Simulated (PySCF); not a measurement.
# LiSb (triplet): the SCF solver's settings

Aim: find out which solver settings change the answer for LiSb (triplet).

The runs use PySCF 2.14.0; method and basis as typed in the scripts.

4 further runs of the same task are left out: 2 for a known fault of the program, 2 that didn't finish.

## 1. The system as given

LiSb (triplet): 2 atoms, charge 0, spin multiplicity 3.

Bond lengths: Li1–Sb2 2.517 Å.

## 2. The run that the others are compared with

input.py reads:

```python
from pyscf import gto, scf, mp

mol = gto.M(
    atom='Li 0 0 0; Sb 0 0 2.517',
    basis='def2-svpd',
    ecp={'Sb': 'def2-svpd'},
    charge=0,
    spin=2,
    symmetry=True,
    verbose=4,
)
mf = scf.UHF(mol)
mf.kernel()
mp.MP2(mf, frozen=4).kernel()
mf.dip_moment()
print('orbital energies (hartree):', [e[max(0, n-3):n+3].round(4) for e, n in zip(mf.mo_energy, mol.nelec)])
```

Run with:

```console
$ OMP_NUM_THREADS=1 python input.py
```

Its log is not repeated here.

Base result: E(SCF) = -246.720300 Eh, 13 cycles, E(MP2) − E(SCF) = -0.08925 Eh, ⟨S²⟩ = 2.014, μ = 7.03 D (of the SCF density).

The bond length is a typed value, not an optimised one. The triplet is typed in the script; nothing here shows that it is the ground state.

## 3. Point-group symmetry off

Variant 1 changes point-group symmetry: on → off.

input.py reads:

```python
from pyscf import gto, scf, mp

mol = gto.M(
    atom='Li 0 0 0; Sb 0 0 2.517',
    basis='def2-svpd',
    ecp={'Sb': 'def2-svpd'},
    charge=0,
    spin=2,
    verbose=4,
)
mf = scf.UHF(mol)
mf.kernel()
mp.MP2(mf, frozen=4).kernel()
mf.dip_moment()
print('orbital energies (hartree):', [e[max(0, n-3):n+3].round(4) for e, n in zip(mf.mo_energy, mol.nelec)])
```

Run with:

```console
$ OMP_NUM_THREADS=1 python input.py
```

## 4. Second-order solver on

Variant 2 changes second-order solver: off → on.

Changes to input.py since step 2:

```diff
@@ -12,2 +12,3 @@
 mf = scf.UHF(mol)
+mf = mf.newton()
 mf.kernel()
```

## 5. Damping 0.8

Variant 3 changes damping: none → 0.8.

Changes to input.py since step 2:

```diff
@@ -12,2 +12,4 @@
 mf = scf.UHF(mol)
+mf.damp = 0.8
+mf.diis_start_cycle = 8
 mf.kernel()
```

## 6. Smearing width 0.2 hartree

Variant 4 changes smearing width: none → 0.2 hartree; step after the SCF: mp2 → none.

Changes to input.py since step 2:

```diff
@@ -1,2 +1,2 @@
-from pyscf import gto, scf, mp
+from pyscf import gto, scf
 
@@ -12,4 +12,4 @@
 mf = scf.UHF(mol)
+mf = scf.addons.smearing_(mf, sigma=0.2, method='fermi')
 mf.kernel()
-mp.MP2(mf, frozen=4).kernel()
 mf.dip_moment()
```

## 7. Smearing width 0.05 hartree

Variant 5 changes smearing width: none → 0.05 hartree; step after the SCF: mp2 → none.

Changes to input.py since step 2:

```diff
@@ -1,2 +1,2 @@
-from pyscf import gto, scf, mp
+from pyscf import gto, scf
 
@@ -12,4 +12,4 @@
 mf = scf.UHF(mol)
+mf = scf.addons.smearing_(mf, sigma=0.05, method='fermi')
 mf.kernel()
-mp.MP2(mf, frozen=4).kernel()
 mf.dip_moment()
```

Before running it: what results should come out? Wanted: for each run, E(SCF); from base; gap, α spin; SCF dipole; after the SCF.

The runs gave:

```
                                     run  E(SCF) (hartree)  from base (eV)   cycles  gap, α spin (eV)  SCF dipole (D)                           after the SCF
                                    base       -246.720300               0       13              7.00            7.03  MP2 correlation -2.429 eV, core frozen
                point-group symmetry off       -246.720300          0.0000       13              7.00            7.03  MP2 correlation -2.429 eV, core frozen
                  second-order solver on       -246.720300          0.0000  5 macro              7.00            7.03  MP2 correlation -2.429 eV, core frozen
                             damping 0.8       -246.720300          0.0000       17              7.00            7.03  MP2 correlation -2.429 eV, core frozen
smearing width 0.2 hartree (poor choice)       -245.491167  not comparable       13               n/a            5.18                                     n/a
             smearing width 0.05 hartree       -246.486670  not comparable       15               n/a            3.20                                     n/a
```

Distance from each run's final energy (log10 hartree) by cycle:

```
                                     run  cycle 1  cycle 2  cycle 3  cycle 5  cycle 8  cycle 12
                                    base     -0.2     -1.1     -2.5     -3.6     -5.3     -10.3
                point-group symmetry off     -0.2     -1.1     -2.5     -3.6     -5.3     -10.3
                  second-order solver on     -1.7     -3.0     -6.1    < -11     done      done
                             damping 0.8     -0.2     -0.4     -0.6     -1.0     -2.6      -6.7
smearing width 0.2 hartree (poor choice)     -1.5     -0.1     -1.2     -3.5     -5.4      -7.9
             smearing width 0.05 hartree     -0.2     -0.1     -1.4     -2.1     -3.9      -6.7
```

What this shows: With point-group symmetry off or second-order solver on or damping 0.8 the SCF ends at the base energy. The base needs 13 cycles and the run with damping 0.8 needs 17. Rows marked «poor choice» come from settings spoiled on purpose.
